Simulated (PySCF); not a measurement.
# C2H6Cd (CdMe2): the cost of one run

Computed with PySCF 2.14.0 and routines of our own; the level stands in each step. Atoms count from 0.

## 1. The system as given

9 atoms, charge 0, multiplicity 1; geometry from: GFN2-xTB.

## 2. NMR shieldings: PBE/pcJ-1 Cd:dyall-v2z, spin–orbit

Job settings and geometry (Å):

```
{"job": {"xc": "PBE", "basis": {"default": "pcJ-1", "Cd": "dyall-v2z"}, "rel": "so", "kind": "hnmr"}, "charge": 0, "multiplicity": 1}
Cd     0.023200     0.017930    -0.000130
C     -0.002360    -0.014380     2.212610
H     -0.437990     0.901740     2.612850
H      1.005340    -0.110050     2.617750
H     -0.592860    -0.855480     2.579140
C      0.005080     0.016700    -2.212450
H     -1.018280     0.015820    -2.589900
H      0.508130    -0.867490    -2.605390
H      0.509740     0.895220    -2.614470
```

Level: PBE/pcJ-1 Cd:dyall-v2z GIAO NMR shielding, X2C with spin-orbit coupling, screened-nuclear two-electron part, Gaussian nuclei, gas phase.

Run with:

```sh
$ OMP_NUM_THREADS=1 python heavy_run.py task.json out
```

The driver reads the jobs from task.json and runs them one after another.

**Question.** How long does this first job take on 1 thread of Intel Xeon Platinum 8488C, shared host, and how much memory does it need?

About 37 s, with a peak of 1.1 GiB.
